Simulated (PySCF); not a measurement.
**HF/ANO-RCC-VTZP (sfX2C) run of CH3F2NSi (SMILES FC(F)=N[SiH3])**

What is the vertical ionisation energy of CH3F2NSi at HF/ANO-RCC-VTZP (sfX2C)? The job is set up through a Python script.

The calculation is run with PySCF 2.14.0.

## 1. Starting point

The species is CH3F2NSi (8 atoms), meant as a singlet with charge 0. SMILES: `FC(F)=N[SiH3]`. The coordinates come from a PBE0-D4/def2-TZVP relaxation.

Bond lengths: F1–C2 1.312 Å, C2–F3 1.323 Å, C2–N4 1.224 Å, N4–Si5 1.734 Å, Si5–H6 1.481 Å, Si5–H7 1.482 Å, Si5–H8 1.486 Å. Angles: F1–C2–F3 107.0°, F1–C2–N4 124.7°, F3–C2–N4 128.3°, C2–N4–Si5 131.4°, N4–Si5–H6 107.1°, N4–Si5–H7 107.1°, N4–Si5–H8 113.0°, H6–Si5–H7 110.0°, H6–Si5–H8 109.7°, H7–Si5–H8 109.7°.

## 2. A single-point energy at HF/ANO-RCC-VTZP (sfX2C)

Input file run.py:

```python
# FC(F)=N[SiH3]
from pyscf import gto

mol = gto.Mole()
mol.atom = '''
F      4.071226    -2.706466     1.761225
C      1.839459    -1.825664     1.137993
F      0.143997    -3.443270     2.011236
N      1.478711     0.136816    -0.033259
Si    -1.283124     1.595685    -1.021208
H     -1.330556     4.143602     0.137950
H     -1.149709     1.812625    -3.809310
H     -3.595771     0.178957    -0.290640
'''
mol.basis = 'ano-rcc-vtzp'
mol.verbose = 4
mol.max_memory = 1860
mol.unit = 'bohr'
mol.spin = 0
mol.build()

mf = mol.RHF()
mf = mf.sfx2c1e()
mf.conv_tol = 1e-10
mf.kernel()
if not mf.converged:
    mf = mf.newton().run(mf.mo_coeff, mf.mo_occ)

e_tot = mf.e_tot
print('E = %.10f Eh' % e_tot)
```

The run is started by

```console
OMP_NUM_THREADS=1 python run.py
```

What it wrote:

```text
PySCF version 2.14.0

[INPUT] num. atoms = 8
[INPUT] num. electrons = 48
[INPUT] charge = 0
[INPUT] spin (= nelec alpha-beta = 2S) = 0
[INPUT] symmetry False subgroup None
[INPUT] Mole.unit = bohr
[INPUT] Symbol           X                Y                Z      unit          X                Y                Z       unit  Magmom
[INPUT]  1 F      2.154400019705  -1.432200129330   0.932000133303 AA    4.071226000000  -2.706466000000   1.761225000000 Bohr   0.0
[INPUT]  2 C      0.973399783222  -0.966099783597   0.602199961786 AA    1.839459000000  -1.825664000000   1.137993000000 Bohr   0.0
[INPUT]  3 F      0.076199930841  -1.822100015045   1.064300256982 AA    0.143997000000  -3.443270000000   2.011236000000 Bohr   0.0
[INPUT]  4 N      0.782500162737   0.072399909289  -0.017599904858 AA    1.478711000000   0.136816000000  -0.033259000000 Bohr   0.0
[INPUT]  5 Si    -0.678999979585   0.844400137807  -0.540400001209 AA   -1.283124000000   1.595685000000  -1.021208000000 Bohr   0.0
[INPUT]  6 H     -0.704099913053   2.192699749523   0.072999996246 AA   -1.330556000000   4.143602000000   0.137950000000 Bohr   0.0
[INPUT]  7 H     -0.608399801990   0.959199841944  -2.015800041330 AA   -1.149709000000   1.812625000000  -3.809310000000 Bohr   0.0
[INPUT]  8 H     -1.902800068887   0.094699966135  -0.153800064582 AA   -3.595771000000   0.178957000000  -0.290640000000 Bohr   0.0

nuclear repulsion = 224.890702703357
number of shells = 29
number of NR pGTOs = 539
number of NR cGTOs = 196
basis = ano-rcc-vtzp
ecp = {}

******** <class 'pyscf.x2c.sfx2c1e.sfX2C1eRHF'> ********
method = sfX2C1eRHF
initial guess = minao
damping factor = 0
level_shift factor = 0
DIIS = <class 'pyscf.scf.diis.CDIIS'>
diis_start_cycle = 1
diis_space = 8
diis_damp = 0
SCF conv_tol = 1e-10
SCF conv_tol_grad = None
SCF max_cycles = 50
direct_scf = True
direct_scf_tol = 1e-13

******** <class 'pyscf.x2c.sfx2c1e.SpinFreeX2CHelper'> ********
approx = 1e
xuncontract = 1
Set gradient conv threshold to 1e-05
Initial guess from minao.
init E= -583.513337728533
  HOMO = -0.323294576877464  LUMO = 0.0464987584830343  gap/eV = 10.06259
cycle= 1 E= -582.711021899209  delta_E= 0.802  |g|= 0.817  |ddm|= 3.67
  HOMO = -0.457957858906047  LUMO = 0.0485345270767397  gap/eV = 13.78236
cycle= 2 E= -582.811774433222  delta_E= -0.101  |g|=  0.5  |ddm|= 0.955
  HOMO = -0.458735215339691  LUMO = 0.0495178887652123  gap/eV = 13.83027
cycle= 3 E= -582.853046464176  delta_E= -0.0413  |g|= 0.0642  |ddm|= 0.329
  HOMO = -0.445943288608771  LUMO = 0.0512520721440843  gap/eV = 13.52937
cycle= 4 E= -582.854780392778  delta_E= -0.00173  |g|= 0.0236  |ddm|= 0.111
  HOMO = -0.452325072190143  LUMO = 0.0510684463906657  gap/eV = 13.69804
cycle= 5 E= -582.855006378476  delta_E= -0.000226  |g|= 0.00834  |ddm|= 0.0365
  HOMO = -0.452080419684393  LUMO = 0.0509655540228842  gap/eV = 13.68858
cycle= 6 E= -582.85504845992  delta_E= -4.21e-05  |g|= 0.00469  |ddm|= 0.017
  HOMO = -0.452650761486839  LUMO = 0.0508834151875703  gap/eV = 13.70186
cycle= 7 E= -582.855060035072  delta_E= -1.16e-05  |g|= 0.00119  |ddm|= 0.0099
  HOMO = -0.452762610094774  LUMO = 0.0508736738634852  gap/eV = 13.70464
cycle= 8 E= -582.85506116522  delta_E= -1.13e-06  |g|= 0.000387  |ddm|= 0.00357
  HOMO = -0.452799650149891  LUMO = 0.0508623772204597  gap/eV = 13.70534
cycle= 9 E= -582.855061242445  delta_E= -7.72e-08  |g|= 8.86e-05  |ddm|= 0.000874
  HOMO = -0.452811220612157  LUMO = 0.0508610193817347  gap/eV = 13.70562
cycle= 10 E= -582.855061247904  delta_E= -5.46e-09  |g|= 2.15e-05  |ddm|= 0.000264
  HOMO = -0.45281337924855  LUMO = 0.0508606227017623  gap/eV = 13.70567
cycle= 11 E= -582.855061248168  delta_E= -2.64e-10  |g|= 6.52e-06  |ddm|= 6.21e-05
  HOMO = -0.452814310297122  LUMO = 0.05086047644342  gap/eV = 13.70569
cycle= 12 E= -582.855061248182  delta_E= -1.42e-11  |g|= 2.64e-06  |ddm|= 1.34e-05
  HOMO = -0.452814189100814  LUMO = 0.0508604823785088  gap/eV = 13.70569
Extra cycle  E= -582.855061248183  delta_E= -1.25e-12  |g|= 1.58e-06  |ddm|= 2.7e-06
converged SCF energy = -582.855061248183
E = -582.8550612482 Eh
```

It took 88 s on 1 thread of Arm Neoverse V2, shared host; peak memory 1.6 GiB.

## 3. The doublet cation at the same level

Input file calc.py:

```python
from pyscf import gto, scf

molecule = gto.Mole()
molecule.atom = '''
F    2.154400  -1.432200   0.932000
C    0.973400  -0.966100   0.602200
F    0.076200  -1.822100   1.064300
N    0.782500   0.072400  -0.017600
Si  -0.679000   0.844400  -0.540400
H   -0.704100   2.192700   0.073000
H   -0.608400   0.959200  -2.015800
H   -1.902800   0.094700  -0.153800
'''
molecule.spin = 1
molecule.basis = 'ano-rcc-vtzp'
molecule.max_memory = 1860
molecule.verbose = 3
molecule.charge = 1
molecule.build()

mf = scf.UHF(molecule)
mf = mf.x2c()
mf.conv_tol = 1e-10
mf.kernel()
if not mf.converged:
    mf = mf.newton().run(mf.mo_coeff, mf.mo_occ)

energy = mf.e_tot
print('E = %.10f Eh' % energy)
```

The run is started by

```console
OMP_NUM_THREADS=1 python calc.py
```

What it wrote:

```text
converged SCF energy = -582.487444401847  <S^2> = 0.78078693  2S+1 = 2.0305536
E = -582.4874444018 Eh
```

Run time: 1.8 min. Hardware: 1 thread of Arm Neoverse V2, shared host; peak memory 1.6 GiB.

## 4. Outcome

At HF/ANO-RCC-VTZP (sfX2C):

```
                                          quantity          value
                    singlet CH3F2NSi: total energy  -582.85506 Eh
                   singlet CH3F2NSi: dipole moment         1.00 D
                     singlet CH3F2NSi: HOMO energy      -12.32 eV
                     singlet CH3F2NSi: LUMO energy        1.38 eV
                   singlet CH3F2NSi: HOMO–LUMO gap       13.71 eV
                      doublet cation: total energy  -582.48744 Eh
doublet cation: HOMO energy (highest over α and β)      -18.43 eV
 doublet cation: LUMO energy (lowest over α and β)       -7.80 eV
                              doublet cation: ⟨S²⟩          0.781
vertical ionisation energy (to the doublet cation)      10.003 eV
```

In words: The vertical ionisation energy comes to 10.00 eV (965 kJ/mol). −ε(HOMO) before ionisation, 12.32 eV, is 2.32 eV above this ionisation energy. Mulliken charges (doublet cation) run from -0.15 on F3 to +0.55 on N4; they depend strongly on the basis.
